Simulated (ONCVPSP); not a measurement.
# An ONCV potential for Ge, from input to tests

Do these settings give a usable potential? It is generated, then checked for transferability, scattering, ghosts and hardness.

Method: ONCVPSP 4.0.1.1 (patched build), PBE, scalar-relativistic.

## Step 1: The atom and the settings

The settings as typed:

| Property | Result |
| --- | --- |
| element | germanium (Ge, Z = 32) |
| type | optimised norm-conserving Vanderbilt (ONCV) |
| frozen core | [Ar] |
| valence charge | 14 |
| reference configuration | 3d10 4s2 4p1.5 (charge +0.5) |
| partial waves | 4s: rc 1.30 bohr, ncon 3, nbas 8, qcut 5.8 1/bohr, 3 projectors, debl 0.8 Ha; 4p: rc 2.20 bohr, ncon 4, nbas 9, qcut 4.4 1/bohr, 1 projector; 3d: rc 1.20 bohr, ncon 4, nbas 9, qcut 12.8 1/bohr, local; f scattering state at 0.23 Ha: rc 1.75 bohr, ncon 4, nbas 7, qcut 6 1/bohr, 2 projectors, debl 0.8 Ha |
| local potential | the d channel |
| core correction | Teter function fitted to the true core (icmod 2), fcfact 0.35 |

An earlier all-electron run gives the scale for the radii.

All-electron outer shells of the reference configuration (PBE, scalar-relativistic, ld1.x):

| shell | level (eV) | outermost node (bohr) | outermost maximum (bohr) |
| --- | --- | --- | --- |
| 3s | -172.73 | 0.26 | 0.54 |
| 3p | -119.86 | 0.23 | 0.54 |
| 3d | -33.54 | – | 0.50 |
| 4s | -15.60 | 0.77 | 1.73 |
| 4p | -7.38 | 0.82 | 2.14 |

## Step 2: Generation

Input file Ge.dat:

```
# ATOM AND REFERENCE CONFIGURATION
# atsym  z   nc   nv     iexc    psfile
  Ge 32.00    5    3        4      upf
#
#   n    l    f
    1    0    2.00
    2    0    2.00
    2    1    6.00
    3    0    2.00
    3    1    6.00
    3    2   10.00
    4    0    2.00
    4    1    1.50
#
# PSEUDOPOTENTIAL AND OPTIMIZATION
# lmax
    3
#
#   l,   rc,      ep,       ncon, nbas, qcut
    0    1.30    0.00    3    8    5.80
    1    2.20    0.00    4    9    4.40
    2    1.20    0.00    4    9   12.80
    3    1.75    0.23    4    7    6.00
#
# LOCAL POTENTIAL
# lloc, lpopt,  rc(5),   dvloc0
    2    5    1.20    0.00
#
# VANDERBILT-KLEINMAN-BYLANDER PROJECTORs
# l, nproj, debl
    0    3    0.80
    1    1    3.00
    2    0    3.80
    3    2    0.80
#
# MODEL CORE CHARGE
# icmod, fcfact, rcfact
    2    0.35    1.15
#
# LOG DERIVATIVE ANALYSIS
# epsh1, epsh2, depsh
   -3.00    5.00    0.02
#
# OUTPUT GRID
# rlmax, drl
    6.00    0.01
#
# TEST CONFIGURATIONS
# ncnf
    4
# nvcnf
#   n    l    f
    3
    3    2   10.00
    4    0    2.00
    4    1    2.00
#
    3
    3    2   10.00
    4    0    2.00
    4    1    1.00
#
    3
    3    2   10.00
    4    0    2.00
    4    1    0.00
#
    3
    3    2   10.00
    4    0    1.00
    4    1    0.00
#
```

Started as:

```
$ oncvpsp.x < Ge.dat > Ge.out
```

Before running it: what results should come out? Wanted: cutoffs for 1 and 0.1 mHa per electron, occupied waves; bound ghosts; GHOST(+) flags; largest test error; largest phase difference near zero energy, channels read; rms error of d²Exc/dn², without and with the model core.

**Answer**, as computed:

```
                                                quantity                            value
  cutoffs for 1 and 0.1 mHa per electron, occupied waves                 69 Ha and 110 Ha
                                            bound ghosts  s at -173.20 eV, p at -86.59 eV
                                          GHOST(+) flags                      s at 692 eV
                            largest test error (AE − PS)        -25 meV, for 3d10 4s1 4p0
largest phase difference near zero energy, channels read                        0.068 rad
 rms error of d²Exc/dn², without and with the model core                5.94 and 2.62 mHa
```

In words: A bound ghost (s, p) makes it unfit for use: electrons can fall into a state that the atom doesn't have. Close by lies the frozen 3s level (-172.7 eV). The worst unpolarised test, 3d10 4s1 4p0, is off by 25 meV on 54.9 eV; by total energies transferability rates as good. Atomic tests can pass in spite of a ghost, since they solve only for the levels asked. The potential is very hard: the looser tolerance needs 69 Ha. At the looser tolerance the 3d wave is the slowest; 4s needs 17 Ha. Of the channels read, d scatters worst near zero energy, by up to 0.07 rad. The program also flags highly localised states, GHOST(+) (s).
